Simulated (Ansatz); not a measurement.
# CCl2FNSn: one species, many methods

How much do the methods differ for CCl2FNSn? The plan is to run it at one geometry with functionals of several rungs and with coupled cluster, and see how far each lands from CCSD(T) at the basis-set limit for the atomisation energy.

Program: Ansatz 0.2.0, Gaussian basis. Level of theory: functionals in def2-TZVPP, the program's frozen cores in correlated methods. These are calculated values, not measurements.

Plan: LDA (SPW92), PBE-D4, revPBE-D4, BLYP-D4, r2SCAN-D4, B97M-V, PBE0-D4, B3LYP-D4, r2SCANh-D4, r2SCAN0-D4, HSE06-D4, BHLYP-D4, CAM-B3LYP-D4, LC-ωPBE, ωB97X-V, ωB97M-V, B2PLYP, PBE-QIDH; CCSD(T)/def2-SVP; CCSD(T)/def2-TZVPP; MP2/def2-QZVPP; extrapolation to the limit; RPA on PBE.

## 1. The relaxed structure

An earlier PBE0-D4 in a triple-zeta def2 set relaxation fixed the geometry. Sn takes the def2 core potential; no spin-orbit term is included.

SMILES `N#[C][Sn]([F])([Cl])[Cl]`, 6 atoms, charge 0, spin multiplicity 1.

Atoms are counted from 1 here; the program's logs count them from 0.

Bond lengths: N1–C2 1.151 Å, C2–Sn3 2.082 Å, Sn3–F4 1.890 Å, Sn3–Cl5 2.274 Å, Sn3–Cl6 2.274 Å. Angles: N1–C2–Sn3 178.9°, C2–Sn3–F4 106.6°, C2–Sn3–Cl5 111.1°, C2–Sn3–Cl6 111.1°, F4–Sn3–Cl5 107.9°, F4–Sn3–Cl6 107.8°, Cl5–Sn3–Cl6 112.0°.

## 2. LDA

This LDA is Slater exchange with PW92 correlation.

in.yaml

```yaml
crystal:
  periodic: [false, false, false]
  atoms:
    - {symbol: N, position_ang: [1.617275, -1.865101, 1.139146]}
    - {symbol: C, position_ang: [0.917293, -1.094892, 0.647301]}
    - {symbol: Sn, position_ang: [-0.320464, 0.327366, -0.236194]}
    - {symbol: F, position_ang: [-1.783994, -0.612697, -0.974689]}
    - {symbol: Cl, position_ang: [0.746970, 1.400495, -1.933145]}
    - {symbol: Cl, position_ang: [-1.134981, 1.780829, 1.311279]}
basis:
  gaussian: {orbitals: def2-TZVPP}
hamiltonian: {xc: lda}
output: {orbitals: {seedname: orbitals}}
```

Run with:

```console
$ ansatz run in.yaml --threads 4 --pin off --events-out ev --progress --plain --max-ram 10444MiB
```

After this run come: PBE-D4 (GGA); revPBE-D4 (GGA); BLYP-D4 (GGA); r2SCAN-D4 (meta-GGA); B97M-V (meta-GGA); PBE0-D4 (hybrid); B3LYP-D4 (hybrid); r2SCANh-D4 (hybrid); r2SCAN0-D4 (hybrid); HSE06-D4 (hybrid); BHLYP-D4 (hybrid); CAM-B3LYP-D4 (range-separated); LC-ωPBE (range-separated); ωB97X-V (range-separated); ωB97M-V (range-separated); B2PLYP (double hybrid); PBE-QIDH (double hybrid); CCSD(T) in def2-SVP; CCSD(T) in def2-TZVPP; MP2 in def2-QZVPP; RPA on PBE orbitals.

Before running them: what should the planned runs give, taken together? Wanted: atomisation energy, CCSD(T)/CBS; farthest beyond LDA; mean size of error, GGA; mean size of error, meta-GGA; mean size of error, hybrid; mean size of error, range-separated; mean size of error, double hybrid; gap, smallest and largest; T1 diagnostic.

As calculated:

| quantity | value |
| --- | --- |
| atomisation energy, CCSD(T)/CBS | 2221.1 kJ/mol |
| functionals within 22.2 kJ/mol (1.0 %) | revPBE-D4, BLYP-D4, B97M-V, ωB97X-V, ωB97M-V |
| farthest beyond LDA | BHLYP-D4 (-179.0 kJ/mol) |
| mean size of error, GGA | 33.8 kJ/mol |
| mean size of error, meta-GGA | 19.3 kJ/mol |
| mean size of error, hybrid | 77.6 kJ/mol |
| mean size of error, range-separated | 24.0 kJ/mol |
| mean size of error, double hybrid | 52.3 kJ/mol |
| gap, smallest and largest | 4.68 eV (LDA (SPW92)), 12.48 eV (LC-ωPBE) |
| T1 diagnostic | 0.0134 |
| triples share of the correlation energy | 4.0 % |

**Reading.** LDA overbinds by 385.6 kJ/mol (17 %). PBE-D4 is off by +77.8 kJ/mol. Double hybrids carry the basis error of their MP2 part in triple zeta, and no dispersion term here, so their miss is partly the set-up's. Taken by rung, meta-GGA functionals do best (19.3 kJ/mol on average) and hybrid ones worst beyond LDA (77.6 kJ/mol). The gap between the best rungs is small, so their order is not settled. The mean of the hybrids holds BHLYP, with half exact exchange. RPA and LDA stand outside this count. The reference freezes the cores and leaves out spin-orbit coupling and excitations past (T), and its outer-core shells are covered unevenly, so misses under about 22.2 kJ/mol can't be ranked. All levels share the lack of spin-orbit coupling, which lowers the free heavy atoms and so the true binding. Hartree-Fock recovers 63 % of the binding; the rest is correlation. CCSD(T) in def2-SVP is off by -218.5 kJ/mol, more than most functionals: a good method in a small basis is no reference. The gap grows from 4.7 to 12.5 eV across the functionals, mostly with the share of exact exchange. Correlated methods include outer-core shells of Sn, which these sets cover unevenly.
